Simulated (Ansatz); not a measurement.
# CH7FSSi2: a ladder of functionals and wavefunction methods

The task here is to estimate one member of a computed series from the others.

Program: Ansatz 0.2.0, Gaussian basis. Level of theory: functionals in def2-TZVPP, the program's frozen cores in correlated methods. These are calculated values, not measurements.

The runs, in order: LDA (SPW92), PBE-D4, revPBE-D4, BLYP-D4, r2SCAN-D4, B97M-V, PBE0-D4, B3LYP-D4, r2SCANh-D4, r2SCAN0-D4, HSE06-D4, BHLYP-D4, CAM-B3LYP-D4, LC-ωPBE, ωB97X-V, ωB97M-V, B2PLYP, PBE-QIDH; CCSD(T)/def2-SVP; CCSD(T)/def2-TZVPP; MP2/def2-QZVPP; extrapolation to the limit; RPA on PBE.

## The geometry

An earlier PBE0-D4 in a triple-zeta def2 set relaxation fixed the geometry.

12 atoms, charge 0, spin multiplicity 1.

Atoms are counted from 1 here; the program's logs count them from 0.

Bond lengths: F1–C2 1.391 Å, C2–Si3 1.899 Å, C2–H6 1.095 Å, C2–H7 1.095 Å, Si3–Si4 2.339 Å, Si3–S5 2.149 Å, Si3–H8 1.489 Å, Si4–H9 1.489 Å, Si4–H10 1.487 Å, Si4–H11 1.487 Å, S5–H12 1.343 Å. Angles: F1–C2–Si3 109.3°, F1–C2–H6 108.4°, F1–C2–H7 108.3°, Si3–C2–H6 111.1°, Si3–C2–H7 111.6°, H6–C2–H7 108.2°, C2–Si3–Si4 111.2°, C2–Si3–S5 103.7°, C2–Si3–H8 109.0°, Si4–Si3–S5 110.4°, Si4–Si3–H8 111.2°, S5–Si3–H8 111.2°, Si3–Si4–H9 108.7°, Si3–Si4–H10 109.3°, Si3–Si4–H11 111.6°, H9–Si4–H10 108.8°, H9–Si4–H11 108.9°, H10–Si4–H11 109.5° and more.

Coordinates:

```xyz
12
charge 0, multiplicity 1
F    -2.0328    1.1375    0.9946
C    -0.8173    1.5837    0.4860
Si   -0.0812    0.2450   -0.6417
Si    0.2023   -1.7696    0.5114
S     1.8255    1.0547   -1.2143
H    -0.1501    1.8011    1.3261
H    -0.9951    2.5164   -0.0589
H    -0.9674    0.0674   -1.8247
H     1.0354   -2.6825   -0.3188
H     0.9112   -1.5062    1.7916
H    -1.1003   -2.4290    0.7912
H     2.2468   -0.0738   -1.8086
```

The first run:

The input, in.yaml:

```yaml
crystal:
  periodic: [false, false, false]
  atoms:
    - {symbol: F, position_ang: [-2.032778, 1.137515, 0.994564]}
    - {symbol: C, position_ang: [-0.817323, 1.583710, 0.486027]}
    - {symbol: Si, position_ang: [-0.081205, 0.245014, -0.641740]}
    - {symbol: Si, position_ang: [0.202322, -1.769577, 0.511417]}
    - {symbol: S, position_ang: [1.825472, 1.054722, -1.214298]}
    - {symbol: H, position_ang: [-0.150064, 1.801102, 1.326129]}
    - {symbol: H, position_ang: [-0.995102, 2.516429, -0.058923]}
    - {symbol: H, position_ang: [-0.967431, 0.067420, -1.824729]}
    - {symbol: H, position_ang: [1.035383, -2.682500, -0.318813]}
    - {symbol: H, position_ang: [0.911222, -1.506163, 1.791640]}
    - {symbol: H, position_ang: [-1.100330, -2.428997, 0.791191]}
    - {symbol: H, position_ang: [2.246835, -0.073778, -1.808564]}
basis:
  gaussian: {orbitals: def2-TZVPP}
hamiltonian: {xc: lda}
output: {orbitals: {seedname: orbitals}}
```

Steps of the session up to this table: LDA; PBE-D4 (GGA); revPBE-D4 (GGA); BLYP-D4 (GGA); r2SCAN-D4 (meta-GGA); B97M-V (meta-GGA); PBE0-D4 (hybrid); B3LYP-D4 (hybrid); r2SCANh-D4 (hybrid); r2SCAN0-D4 (hybrid); HSE06-D4 (hybrid); BHLYP-D4 (hybrid); CAM-B3LYP-D4 (range-separated); LC-ωPBE (range-separated); ωB97X-V (range-separated); ωB97M-V (range-separated); B2PLYP (double hybrid); PBE-QIDH (double hybrid).

One of the session's tables, all rows but one given; the rest of the session is left out.

It belongs to the step «Frontier levels by functional». 

```
  functional  HOMO (eV)  gap (eV)
 LDA (SPW92)      -6.35      4.75
      PBE-D4      -6.25      4.89
   revPBE-D4      -6.20      4.96
     BLYP-D4      -6.10      4.91
   r2SCAN-D4      -6.53      5.43
      B97M-V      -6.65      5.42
     PBE0-D4      -7.43      6.94
    B3LYP-D4      -7.21      6.54
  r2SCANh-D4      -6.96      6.16
  r2SCAN0-D4      -7.61      7.26
    HSE06-D4      -7.04      6.16
    BHLYP-D4      -8.49      8.95
CAM-B3LYP-D4          ?         ?
     LC-ωPBE     -10.08     11.76
     ωB97X-V      -9.74     11.30
     ωB97M-V      -9.54     10.84
```

Estimate the missing values for CAM-B3LYP-D4.

As computed: HOMO (eV): -8.73; gap (eV): 9.30. In the column «HOMO (eV)» it lies between ωB97M-V (-9.54) and BHLYP-D4 (-8.49).
